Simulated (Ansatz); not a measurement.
**FH₆NOSiSn: up Jacob's ladder to CCSD(T)**

An exercise on one series of results from a longer session: the logs are not shown, and one member is left open.

Program: Ansatz 0.2.0, Gaussian basis. Level of theory: functionals in def2-TZVPP, the program's frozen cores in correlated methods. These are calculated values, not measurements.

Levels to be run: PBE-D4, r2SCAN-D4, PBE0-D4, B3LYP-D4, ωB97X-V, ωB97M-V, B2PLYP; CCSD(T)/def2-TZVPP; MP2/def2-QZVPP; extrapolation to the limit.

## Structure used throughout

The geometry comes from an earlier relaxation with PBE0-D4 in a triple-zeta def2 set; it is a stationary point, not always the lowest conformer. Sn takes the def2 core potential; no spin-orbit term is included.

SMILES `[NH2][SnH]([F])[O][SiH3]`, 11 atoms, charge 0, spin multiplicity 1.

Atoms are counted from 1 here; the program's logs count them from 0.

Bond lengths: N1–Sn2 1.997 Å, N1–H6 1.012 Å, N1–H7 1.013 Å, Sn2–F3 1.923 Å, Sn2–O4 1.935 Å, Sn2–H8 1.687 Å, O4–Si5 1.635 Å, Si5–H9 1.485 Å, Si5–H10 1.493 Å, Si5–H11 1.486 Å. Angles: Sn2–N1–H6 114.4°, Sn2–N1–H7 112.9°, H6–N1–H7 108.1°, N1–Sn2–F3 110.3°, N1–Sn2–O4 106.6°, N1–Sn2–H8 117.1°, F3–Sn2–O4 103.4°, F3–Sn2–H8 107.9°, O4–Sn2–H8 110.7°, Sn2–O4–Si5 135.5°, O4–Si5–H9 109.0°, O4–Si5–H10 110.6°, O4–Si5–H11 111.0°, H9–Si5–H10 108.7°, H9–Si5–H11 109.2°, H10–Si5–H11 108.4°.

The first run:

Contents of in.yaml:

```yaml
crystal:
  periodic: [false, false, false]
  atoms:
    - {symbol: N, position_ang: [-0.314845, 1.998363, -0.673888]}
    - {symbol: Sn, position_ang: [-0.037642, 0.160465, -1.402841]}
    - {symbol: F, position_ang: [1.840241, -0.196719, -1.613361]}
    - {symbol: O, position_ang: [-0.575767, -1.072916, -0.011698]}
    - {symbol: Si, position_ang: [-0.137779, -1.342553, 1.540440]}
    - {symbol: H, position_ang: [0.001718, 2.741413, -1.283426]}
    - {symbol: H, position_ang: [0.113796, 2.131025, 0.233885]}
    - {symbol: H, position_ang: [-0.803876, -0.211290, -2.859600]}
    - {symbol: H, position_ang: [-1.352074, -1.648204, 2.339494]}
    - {symbol: H, position_ang: [0.522133, -0.133598, 2.116468]}
    - {symbol: H, position_ang: [0.809495, -2.483086, 1.635227]}
basis:
  gaussian: {orbitals: def2-TZVPP}
hamiltonian: {xc: pbe, dispersion: d4}
output: {forces: true, orbitals: {seedname: orbitals}}
```

Run with:

```console
> ansatz run in.yaml --threads 2 --pin off --events-out ev --progress --plain --max-ram 22528MiB --backend cpu
```

Steps of the session up to this table: PBE-D4 (GGA); r2SCAN-D4 (meta-GGA); PBE0-D4 (hybrid); B3LYP-D4 (hybrid); ωB97X-V (range-separated); ωB97M-V (range-separated); B2PLYP (double hybrid); CCSD(T) in def2-TZVPP; MP2 in def2-QZVPP.

One table of the session follows, with a row left open; its other results are not shown here.

It belongs to the step «Atomisation energies». 

```
            method  atomisation energy (kJ/mol)
            PBE-D4                       3546.2
         r2SCAN-D4                            ?
           PBE0-D4                       3465.9
          B3LYP-D4                       3517.9
           ωB97X-V                       3564.6
           ωB97M-V                       3535.7
            B2PLYP                       3483.8
     HF/def2-TZVPP                       2434.0
    MP2/def2-TZVPP                       3482.0
   CCSD/def2-TZVPP                       3384.0
CCSD(T)/def2-TZVPP                       3441.3
           MP2/CBS                       3612.7
       CCSD(T)/CBS                       3572.0
```

**Question.** Estimate the row for r2SCAN-D4.

**Answer.** atomisation energy (kJ/mol): 3514.9. In the column «atomisation energy (kJ/mol)» it lies between B2PLYP (3483.8) and B3LYP-D4 (3517.9).

Limits of these values: Free atoms (1 N, 1 Sn, 1 F, 1 O, 1 Si, 6 H) were run apart at each level; the atomisation energy is their sum less the molecule, without zero-point or spin-orbit terms.
